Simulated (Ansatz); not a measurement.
## CH5NS, SMILES NCS: energies of removing a hydrogen, step by step

Computed with the Ansatz DFT code, driven from Python.

Input file `ch5ns.xyz`:
```text
8

N    -0.73210    0.67280   -0.05500
C     0.54950    0.16460    0.05060
S     0.50860   -1.24330    1.15240
H    -0.69420    1.49990   -0.73410
H    -1.40020    0.00460   -0.47000
H     1.23760    0.94030    0.44260
H     0.94650   -0.14950   -0.92460
H    -0.32340   -1.94640    0.48230
```

The cells in order, each with its output:

```python
import ansatz
```

```python
def single_point(molecule, charge=0, unpaired=0):
    calc = molecule.calculation().basis(gaussian="def2-TZVP").functional("pbe0")
    if charge:
        calc = calc.charge(charge)
    if unpaired:
        calc = calc.spin("collinear", total=unpaired)
    return calc.run(threads=1).report["free_energy_ev"]
```

```python
def without(molecule, index):
    rest = ansatz.Crystal.molecule()
    for i, site in enumerate(molecule.cartesian_sites):
        if i != index:
            rest = rest.atom(site.symbol, site.position_ang)
    return rest
```

```python
molecule = ansatz.Crystal.molecule_from_extxyz("ch5ns.xyz")

whole = single_point(molecule, 0)
hydrogen = single_point(ansatz.Crystal.molecule().atom("H", (0, 0, 0)), 0, 1)
print(f"E(molecule) = {whole:.5f} eV, E(H) = {hydrogen:.5f} eV")
for index in [4, 6, 7]:
    radical = single_point(without(molecule, index), 0, 1)
    print(f"H{index}: homolysis {(radical + hydrogen - whole):.3f} eV")
    anion = single_point(without(molecule, index), -1)
    print(f"H{index}: loss of a proton {(anion - whole):.3f} eV")
```

    E(molecule) = -13437.83922 eV, E(H) = -13.63389 eV
    H4: homolysis 4.341 eV
    H4: loss of a proton 17.489 eV
    H6: homolysis 4.009 eV
    H6: loss of a proton 18.370 eV
    H7: homolysis 3.699 eV
    H7: loss of a proton 15.762 eV

Caveats:
- Total energies depend on the basis set; only differences at equal settings carry meaning.
- The geometry is a force-field or estimated start, not a minimum of this method, and the basis set is short of its limit. All parts are taken at fixed geometry, without zero-point energy.
- Anions want diffuse functions, which this basis lacks.
- The whole script took 31 s on 1 thread of Arm Neoverse V2, with other jobs on the host, peak memory 0.39 GiB.
